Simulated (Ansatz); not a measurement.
# CH5NOS2W: basis-set convergence

The task here is to estimate one member of a computed series from the others.

Program: Ansatz 0.2.0, Gaussian basis. Level of theory: one geometry, several basis sets. These are calculated values, not measurements.

The runs, in order: PBE0-D4/def2-SVP; ωB97M-V/def2-SVP; PBE0-D4/def2-QZVPP; ωB97M-V/def2-QZVPP; the functionals' def2-TZVPP values are taken from earlier runs.

**Structure used throughout**

An earlier PBE0-D4 in a triple-zeta def2 set relaxation fixed the geometry. W takes the def2 core potential; no spin-orbit term is included.

SMILES `C[O][W]([NH2])(=[S])=[S]`, 11 atoms, charge 0, spin multiplicity 1.

Atoms are counted from 1 here; the program's logs count them from 0.

Bond lengths: C1–O2 1.405 Å, C1–H7 1.094 Å, C1–H8 1.092 Å, C1–H9 1.094 Å, O2–W3 1.853 Å, W3–N4 1.926 Å, W3–S5 2.131 Å, W3–S6 2.131 Å, N4–H10 1.009 Å, N4–H11 1.009 Å. Angles: O2–C1–H7 110.2°, O2–C1–H8 108.4°, O2–C1–H9 110.2°, H7–C1–H8 109.4°, H7–C1–H9 109.3°, H8–C1–H9 109.4°, C1–O2–W3 137.6°, O2–W3–N4 109.2°, O2–W3–S5 108.9°, O2–W3–S6 108.9°, N4–W3–S5 109.5°, N4–W3–S6 109.5°, S5–W3–S6 110.9°, W3–N4–H10 123.5°, W3–N4–H11 123.4°, H10–N4–H11 112.0°.

Set-up of the first run:

in.yaml reads:

```yaml
crystal:
  periodic: [false, false, false]
  atoms:
    - {symbol: C, position_ang: [-0.831239, -0.632185, 1.891071]}
    - {symbol: O, position_ang: [-0.353551, -0.610237, 0.569711]}
    - {symbol: W, position_ang: [0.377899, 0.627065, -0.600003]}
    - {symbol: N, position_ang: [0.741775, -0.232186, -2.284764]}
    - {symbol: S, position_ang: [2.197288, 1.367372, 0.226576]}
    - {symbol: S, position_ang: [-1.021493, 2.206768, -0.895597]}
    - {symbol: H, position_ang: [-1.664614, 0.067545, 2.002204]}
    - {symbol: H, position_ang: [-1.174016, -1.643699, 2.117801]}
    - {symbol: H, position_ang: [-0.032570, -0.355118, 2.585199]}
    - {symbol: H, position_ang: [1.647663, -0.596917, -2.538995]}
    - {symbol: H, position_ang: [0.112858, -0.198418, -3.073213]}
basis:
  gaussian: {orbitals: def2-SVP}
hamiltonian: {xc: pbe0, dispersion: d4}
output: {orbitals: {seedname: orbitals}}
```

Run with:

```
> ansatz run in.yaml --threads 8 --pin off --events-out ev --progress --plain --max-ram 18278MiB
```

Steps of the session up to this table: PBE0-D4 in def2-SVP; ωB97M-V in def2-SVP; PBE0-D4 in def2-QZVPP; ωB97M-V in def2-QZVPP.

One table of the session follows, with a row left open; its other results are not shown here.

It belongs to the step «Functionals by basis». 

| functional | basis | HOMO (eV) | LUMO (eV) |
| --- | --- | --- | --- |
| PBE0-D4 | def2-SVP | -6.93 | -2.27 |
| PBE0-D4 | def2-TZVPP | -6.94 | -2.29 |
| PBE0-D4 | def2-QZVPP | -6.96 | -2.33 |
| ωB97M-V | def2-SVP | -8.88 | -0.26 |
| ωB97M-V | def2-TZVPP | -8.91 | -0.33 |
| ωB97M-V | def2-QZVPP | ? | ? |

Estimate the missing values for ωB97M-V, def2-QZVPP.

As computed: HOMO (eV): -8.95; LUMO (eV): -0.39. In the column «HOMO (eV)» it is the lowest.
